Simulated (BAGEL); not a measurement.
**BSiPH5F (SMILES BP[SiH2]F): B3LYP/cc-pVDZ (density fitting with qzvpp-jkfit)**

Aim: the energy change on altering one bond length of BSiPH5F at B3LYP/cc-pVDZ (density fitting with qzvpp-jkfit), from 2 runs. 

Program for the calculation: BAGEL 1.2.2.

**1. The structure to begin with**

BSiPH5F has 9 atoms, charge 0, and is taken as a singlet. As SMILES, `BP[SiH2]F`. Geometry: relaxed at GFN2-xTB. This is one conformer, not always the lowest.

Bond lengths: B1–P2 1.829 Å, P2–Si3 2.222 Å, Si3–F4 1.615 Å, B1–H5 1.168 Å, B1–H6 1.170 Å, P2–H7 1.380 Å, Si3–H8 1.453 Å, Si3–H9 1.454 Å. Some angles: B1–P2–Si3 106.7°, P2–Si3–F4 113.5°, B1–P2–H7 104.1°, Si3–P2–H7 100.8°, P2–B1–H5 120.8°, P2–B1–H6 118.2°, P2–Si3–H8 110.4°, P2–Si3–H9 108.8°, F4–Si3–H8 103.8°, F4–Si3–H9 103.4°.

**2. The energy at B3LYP/cc-pVDZ (density fitting with qzvpp-jkfit)**

The input, input.json:

```json
{ "bagel" : [

{
  "title" : "molecule",
  "basis" : "cc-pvdz.json",
  "df_basis" : "qzvpp-jkfit",
  "angstrom" : true,
  "geometry" : [
    { "atom" : "B", "xyz" : [   -0.532970,    1.197230,   -1.244430 ] },
    { "atom" : "P", "xyz" : [    0.725730,    0.892030,    0.046950 ] },
    { "atom" : "Si", "xyz" : [    0.085200,   -0.931350,    1.143990 ] },
    { "atom" : "F", "xyz" : [   -0.286140,   -2.169000,    0.174410 ] },
    { "atom" : "H", "xyz" : [   -0.216340,    1.421910,   -2.346040 ] },
    { "atom" : "H", "xyz" : [   -1.651250,    1.296760,   -0.913980 ] },
    { "atom" : "H", "xyz" : [    1.812790,    0.404740,   -0.650580 ] },
    { "atom" : "H", "xyz" : [   -1.146650,   -0.678830,    1.872860 ] },
    { "atom" : "H", "xyz" : [    1.209620,   -1.433490,    1.916820 ] }
  ]
},
{
  "title" : "ks",
  "xc_func" : "b3lyp"
},
{
  "title" : "print",
  "file" : "orbitals.molden",
  "orbitals" : true
}

]}
```

The basis set cc-pVDZ is read from a file made from the Basis Set Exchange's data (not shown).

The run is started by

```sh
$ BAGEL_NUM_THREADS=1 BAGEL input.json > input.out
```

The log of the run:

```text
* using 1 threads per process

  ===============================================================
  ===============================================================

  *** Geometry ***

  { "atom" : "B", "xyz" : [     -1.007167,      2.262437,     -2.351632 ] },
  { "atom" : "P", "xyz" : [      1.371431,      1.685692,      0.088723 ] },
  { "atom" : "Si", "xyz" : [      0.161005,     -1.759996,      2.161828 ] },
  { "atom" : "F", "xyz" : [     -0.540726,     -4.098816,      0.329587 ] },
  { "atom" : "H", "xyz" : [     -0.408823,      2.687020,     -4.433373 ] },
  { "atom" : "H", "xyz" : [     -3.120410,      2.450521,     -1.727172 ] },
  { "atom" : "H", "xyz" : [      3.425677,      0.764848,     -1.229418 ] },
  { "atom" : "H", "xyz" : [     -2.166854,     -1.282803,      3.539192 ] },
  { "atom" : "H", "xyz" : [      2.285851,     -2.708904,      3.622265 ] },

  Number of auxiliary basis functions:      498

  Since a DF basis is specified, we compute 2- and 3-index integrals:
    o Being stored without compression. Storage requirement is 0.032 GB

  Number of basis functions:       89
  Number of electrons      :       48

    * METHOD: MOLECULE                             0.21

  *** Kohn-Sham DFT ***

    * Removing 16159 points whose weight is below 1.00e-10
    * Grid points: 117995

  === Nuclear Repulsion ===
   202.8407729373

       - DIIS with orbital gradients will be used.

  === KS iteration (b3lyp / cc-pvdz.json) ===
      0       -733.24833493          0.07520851           0.35
      1       -684.78932759          0.13124534           0.32
      2       -665.41845036          0.22003492           0.32
      3       -738.97605491          0.09538206           0.32
      4       -753.80664605          0.06971079           0.33
      5       -757.38725888          0.03825719           0.32
      6       -757.88218247          0.03332916           0.32
      7       -758.52968324          0.01086883           0.32
      8       -758.59266548          0.00531654           0.32
      9       -758.60869543          0.00312981           0.32
     10       -758.61744983          0.00031894           0.32
     11       -758.61751441          0.00006262           0.32
     12       -758.61751574          0.00004248           0.32
     13       -758.61751709          0.00000620           0.33
     14       -758.61751712          0.00000165           0.33
     15       -758.61751712          0.00000128           0.33
     16       -758.61751712          0.00000028           0.32
     17       -758.61751712          0.00000010           0.32
     18       -758.61751712          0.00000003           0.32
     19       -758.61751712          0.00000002           0.32
     20       -758.61751712          0.00000000           0.32
    * SCF iteration converged.

    * Permanent dipole moment:
           (   -0.261996,    -0.231959,    -0.333757) a.u.

    * METHOD: KS                                   7.43

    * METHOD: PRINT                                0.01

  ===============================================================
```

Wall time 7.8 s (1 thread of Arm Neoverse V2, shared host); peak memory 0.5 GiB.

**3. The distorted shape, same level**

The input, job.json:

```json
{ "bagel" : [

{
  "title" : "molecule",
  "basis" : "cc-pvdz.json",
  "df_basis" : "qzvpp-jkfit",
  "angstrom" : true,
  "geometry" : [
    { "atom" : "B", "xyz" : [       0.082996,       1.070962,      -1.608889 ] },
    { "atom" : "P", "xyz" : [       1.341696,       0.765762,      -0.317509 ] },
    { "atom" : "Si", "xyz" : [       0.701166,      -1.057618,       0.779531 ] },
    { "atom" : "F", "xyz" : [       0.329826,      -2.295268,      -0.190049 ] },
    { "atom" : "H", "xyz" : [       0.399626,       1.295642,      -2.710499 ] },
    { "atom" : "H", "xyz" : [      -1.035284,       1.170492,      -1.278439 ] },
    { "atom" : "H", "xyz" : [       2.428756,       0.278472,      -1.015039 ] },
    { "atom" : "H", "xyz" : [      -1.146650,      -0.678830,       1.872860 ] },
    { "atom" : "H", "xyz" : [       1.825586,      -1.559758,       1.552361 ] }
  ]
},

{
  "title" : "ks",
  "xc_func" : "b3lyp",
  "charge" : 0
},

{
  "title" : "print",
  "file" : "orbitals.molden",
  "orbitals" : true
}

]}
```

The basis set cc-pVDZ is read from a file made from the Basis Set Exchange's data (not shown).

The run is started by

```sh
$ BAGEL_NUM_THREADS=1 BAGEL job.json > job.out
```

The log of the run:

```text
* using 1 threads per process

  ===============================================================
  ===============================================================

  *** Geometry ***

  { "atom" : "B", "xyz" : [      0.156840,      2.023825,     -3.040360 ] },
  { "atom" : "P", "xyz" : [      2.535438,      1.447080,     -0.600005 ] },
  { "atom" : "Si", "xyz" : [      1.325012,     -1.998608,      1.473100 ] },
  { "atom" : "F", "xyz" : [      0.623281,     -4.337428,     -0.359141 ] },
  { "atom" : "H", "xyz" : [      0.755184,      2.448409,     -5.122101 ] },
  { "atom" : "H", "xyz" : [     -1.956403,      2.211909,     -2.415900 ] },
  { "atom" : "H", "xyz" : [      4.589684,      0.526236,     -1.918146 ] },
  { "atom" : "H", "xyz" : [     -2.166854,     -1.282803,      3.539192 ] },
  { "atom" : "H", "xyz" : [      3.449858,     -2.947515,      2.933537 ] },

  Number of auxiliary basis functions:      498

  Since a DF basis is specified, we compute 2- and 3-index integrals:
    o Being stored without compression. Storage requirement is 0.032 GB

  Number of basis functions:       89
  Number of electrons      :       48

    * METHOD: MOLECULE                             0.21

  *** Kohn-Sham DFT ***

    * Removing 15616 points whose weight is below 1.00e-10
    * Grid points: 118538

  === Nuclear Repulsion ===
   200.1990047093

       - DIIS with orbital gradients will be used.

  === KS iteration (b3lyp / cc-pvdz.json) ===
      0       -733.17765356          0.07448897           0.32
      1       -690.14009495          0.14635312           0.31
      2       -660.85325023          0.21515824           0.31
      3       -743.75220382          0.08393425           0.31
      4       -753.30362960          0.07546553           0.31
      5       -758.24563586          0.01846181           0.31
      6       -758.32118710          0.01690833           0.31
      7       -758.51470063          0.00681612           0.31
      8       -758.53847298          0.00376956           0.31
      9       -758.54905872          0.00174546           0.31
     10       -758.55191606          0.00034748           0.31
     11       -758.55208024          0.00012065           0.30
     12       -758.55209410          0.00002593           0.30
     13       -758.55209453          0.00000556           0.30
     14       -758.55209456          0.00000305           0.30
     15       -758.55209456          0.00000081           0.30
     16       -758.55209456          0.00000017           0.30
     17       -758.55209456          0.00000010           0.30
     18       -758.55209456          0.00000007           0.30
     19       -758.55209456          0.00000001           0.31
     20       -758.55209456          0.00000000           0.31
    * SCF iteration converged.

    * Permanent dipole moment:
           (   -0.602233,    -0.224526,    -0.034417) a.u.

    * METHOD: KS                                   7.00

    * METHOD: PRINT                                0.01

  ===============================================================
```

Wall time 7.5 s (1 thread of Arm Neoverse V2, shared host); peak memory 0.5 GiB.

**4. What came out**

Level: B3LYP/cc-pVDZ (density fitting with qzvpp-jkfit).

```
                                                          quantity          value
                                         first shape: total energy  -758.61752 Eh
                                        first shape: dipole moment         1.23 D
                                          first shape: HOMO energy       -7.52 eV
                                          first shape: LUMO energy       -1.92 eV
                                        first shape: HOMO–LUMO gap        5.60 eV
                                     distorted shape: total energy  -758.55209 Eh
                                    distorted shape: dipole moment         1.64 D
                                      distorted shape: HOMO energy       -7.69 eV
                                      distorted shape: LUMO energy       -2.11 eV
                                    distorted shape: HOMO–LUMO gap        5.59 eV
energy change with the Si3–H8 bond stretched from 1.453 to 2.180 Å       1.780 eV
```

With the Si3–H8 bond stretched from 1.453 to 2.180 Å the energy rises by 1.78 eV (172 kJ/mol). The first shape isn't relaxed at this level, so the change isn't measured from a minimum.
